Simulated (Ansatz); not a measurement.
**CH₄ClInO: how energies converge with the basis set**

One table from this session's results is given with a row withheld; the runs are named, their logs left out.

Computed with Ansatz 0.2.0, Gaussian basis. Level: one geometry, several basis sets.

Levels to be run: PBE0-D4/def2-SVP; ωB97M-V/def2-SVP; PBE0-D4/def2-QZVPP; ωB97M-V/def2-QZVPP; the functionals' def2-TZVPP values are taken from earlier runs.

## The relaxed structure

All runs share one geometry, relaxed beforehand with PBE0-D4 in a triple-zeta def2 set. In takes the def2 core potential; no spin-orbit term is included.

SMILES `C[O][InH][Cl]`, 8 atoms, charge 0, spin multiplicity 1.

Atoms are counted from 1 here; the program's logs count them from 0.

Bond lengths: C1–O2 1.406 Å, C1–H5 1.097 Å, C1–H6 1.096 Å, C1–H7 1.096 Å, O2–In3 1.962 Å, In3–Cl4 2.332 Å, In3–H8 1.688 Å. Angles: O2–C1–H5 113.5°, O2–C1–H6 109.7°, O2–C1–H7 109.7°, H5–C1–H6 107.9°, H5–C1–H7 107.9°, H6–C1–H7 108.0°, C1–O2–In3 124.2°, O2–In3–Cl4 110.2°, O2–In3–H8 125.6°, Cl4–In3–H8 124.2°.

Geometry (Å):

```mol
CH4ClInO
  3D, bonds by distance, orders not assigned

  8  7  0  0  0  0  0  0  0  0999 V2000
    0.4428    1.2401    0.0365 C   0  0
    0.5476    0.0351    0.7542 O   0  0
   -0.3661   -1.6283    0.2551 In  0  0
   -1.6299   -1.3048   -1.6775 Cl  0  0
   -0.2062    1.1701   -0.8447 H   0  0
    0.0419    2.0245    0.6887 H   0  0
    1.4365    1.5561   -0.3012 H   0  0
   -0.2666   -3.0929    1.0887 H   0  0
  1  2  8  0
  2  3  8  0
  3  4  8  0
  1  5  8  0
  1  6  8  0
  1  7  8  0
  3  8  8  0
M  END
```

The first run:

Input file in.yaml:

```yaml
crystal:
  periodic: [false, false, false]
  atoms:
    - {symbol: C, position_ang: [0.442801, 1.240081, 0.036534]}
    - {symbol: O, position_ang: [0.547571, 0.035107, 0.754240]}
    - {symbol: In, position_ang: [-0.366085, -1.628272, 0.255144]}
    - {symbol: Cl, position_ang: [-1.629910, -1.304784, -1.677464]}
    - {symbol: H, position_ang: [-0.206239, 1.170055, -0.844687]}
    - {symbol: H, position_ang: [0.041929, 2.024527, 0.688744]}
    - {symbol: H, position_ang: [1.436525, 1.556138, -0.301178]}
    - {symbol: H, position_ang: [-0.266602, -3.092852, 1.088676]}
basis:
  gaussian: {orbitals: def2-SVP}
hamiltonian: {xc: pbe0, dispersion: d4}
output: {orbitals: {seedname: orbitals}}
```

Steps of the session up to this table: PBE0-D4 in def2-SVP; ωB97M-V in def2-SVP; PBE0-D4 in def2-QZVPP; ωB97M-V in def2-QZVPP.

One table of the session follows, with a row left open; its other results are not shown here.

It belongs to the step «Functionals by basis». 

| functional | basis | HOMO (eV) | LUMO (eV) |
| --- | --- | --- | --- |
| PBE0-D4 | def2-SVP | -7.61 | -1.37 |
| PBE0-D4 | def2-TZVPP | -7.77 | -1.50 |
| PBE0-D4 | def2-QZVPP | -7.81 | -1.53 |
| ωB97M-V | def2-SVP | -9.96 | 0.24 |
| ωB97M-V | def2-TZVPP | -10.16 | -0.04 |
| ωB97M-V | def2-QZVPP | ? | ? |

Estimate the missing values for ωB97M-V, def2-QZVPP.

As computed: HOMO (eV): -10.20; LUMO (eV): -0.11. In the column «HOMO (eV)» it is the lowest.
